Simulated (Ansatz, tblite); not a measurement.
**(CuSH)4 ring (Cu₄H₄S₄): rung by rung**

The task here is to estimate one member of a computed series from the others.

The runs use Ansatz 0.2.0, Gaussian basis; as each input shows.

Levels to be run: GFN1-xTB, GFN2-xTB, PBE-D4/def2-TZVP, r2SCAN-D4/def2-TZVP, ωB97X-V/def2-TZVP, ωB97M-V/def2-TZVP, HF/def2-TZVP, PBE-D4/def2-SVP, PBE0-D4/def2-SVP, HF/STO-3G, HF/6-31G, B3LYP-D4/6-31G, MP2/def2-SVP, RPA/def2-SVP.

1 further run of the same task is left out (set aside as unsound or not needed).

## The relaxed structure

The singlet was relaxed beforehand with r2SCAN-D4/def2-SVP.

12 atoms, charge 0, spin multiplicity 1.

Bond lengths: Cu1–S2 2.211 Å, Cu1–S8 2.211 Å, S2–Cu3 2.211 Å, S2–H9 1.359 Å, Cu3–S4 2.211 Å, S4–Cu5 2.211 Å, S4–H10 1.359 Å, Cu5–S6 2.211 Å, S6–Cu7 2.211 Å, S6–H11 1.359 Å, Cu7–S8 2.211 Å, S8–H12 1.359 Å. Angles: S2–Cu1–S8 175.9°, Cu1–S2–Cu3 68.9°, Cu1–S2–H9 97.4°, Cu3–S2–H9 97.2°, S2–Cu3–S4 175.9°, Cu3–S4–Cu5 68.9°, Cu3–S4–H10 97.2°, Cu5–S4–H10 97.4°, S4–Cu5–S6 175.9°, Cu5–S6–Cu7 68.9°, Cu5–S6–H11 97.0°, Cu7–S6–H11 97.2°, S6–Cu7–S8 176.0°, Cu1–S8–Cu7 68.9°, Cu1–S8–H12 97.0°, Cu7–S8–H12 97.1°.

No spin-orbit coupling is included.

PBE0-D4/def2-TZVP was run before; its log isn't repeated, and its numbers join the tables.

The first run:

Tight binding, by tblite at 300 K electronic temperature and without a spin-polarisation term:

```python
tblite.interface.Calculator('GFN1-xTB', numbers, positions, charge=0, uhf=0).singlepoint()
```

Tight binding, by tblite at 300 K electronic temperature and without a spin-polarisation term:

```python
tblite.interface.Calculator('GFN2-xTB', numbers, positions, charge=0, uhf=0).singlepoint()
```

start.molden holds the orbitals of an earlier run on this state, given as this run's starting guess.

in.yaml

```yaml
crystal:
  periodic: [false, false, false]
  atoms:
    - {symbol: Cu, position_ang: [-1.172788, -1.284510, -0.313077]}
    - {symbol: S, position_ang: [-1.140033, -1.937368, 1.798815]}
    - {symbol: Cu, position_ang: [-0.665641, 0.214433, 1.622103]}
    - {symbol: S, position_ang: [-0.251478, 2.385674, 1.589801]}
    - {symbol: Cu, position_ang: [1.174647, 1.283190, 0.309854]}
    - {symbol: S, position_ang: [2.706300, 0.293452, -0.939483]}
    - {symbol: Cu, position_ang: [0.667432, -0.215746, -1.625202]}
    - {symbol: S, position_ang: [-1.314357, -0.741760, -2.451320]}
    - {symbol: H, position_ang: [-2.469718, -1.799185, 2.045290]}
    - {symbol: H, position_ang: [0.517170, 2.429613, 2.710138]}
    - {symbol: H, position_ang: [2.919371, 1.329509, -1.793290]}
    - {symbol: H, position_ang: [-0.970882, -1.957292, -2.953632]}
basis:
  gaussian: {orbitals: def2-TZVP, initial_orbitals: start.molden}
hamiltonian: {xc: pbe, dispersion: d4}
scf: {omitted_lower_state_checks: [starts]}
output: {orbitals: {seedname: orbitals}}
```

On the command line:

```sh
$ ansatz run in.yaml --threads 2 --pin off --events-out ev --progress --plain --max-ram 22528MiB --backend cuda --devices 0, --max-vram 18GiB
```

Steps of the session up to this table: PBE-D4/def2-TZVP; r2SCAN-D4/def2-TZVP; ωB97X-V/def2-TZVP; ωB97M-V/def2-TZVP; HF/def2-TZVP; PBE-D4/def2-SVP; PBE0-D4/def2-SVP; HF/STO-3G; HF/6-31G; B3LYP-D4/6-31G; MP2/def2-SVP; RPA/def2-SVP.

One of the session's tables, all rows but one given; the rest of the session is left out.

It belongs to the step «Binding energy». 

| level | binding an atom (eV) |
| --- | --- |
| HF/6-31G | 1.971 |
| HF/def2-SVP | 1.867 |
| HF/def2-TZVP | 1.789 |
| PBE-D4/def2-SVP | 3.210 |
| PBE-D4/def2-TZVP | 3.044 |
| r2SCAN-D4/def2-TZVP | ? |
| B3LYP-D4/6-31G | 3.001 |
| PBE0-D4/def2-SVP | 3.044 |
| PBE0-D4/def2-TZVP | 2.922 |
| ωB97X-V/def2-TZVP | 2.966 |
| ωB97M-V/def2-TZVP | 2.975 |
| MP2/def2-SVP | 2.818 |

Estimate the missing values for r2SCAN-D4/def2-TZVP.

As computed: binding an atom (eV): 3.067. In the column «binding an atom (eV)» it lies between PBE0-D4/def2-SVP (3.044) and PBE-D4/def2-SVP (3.210).

Caveats from the session: Free atoms were run apart at each level; binding is atoms less cluster, divided by the number of atoms, without zero-point or spin-orbit terms.
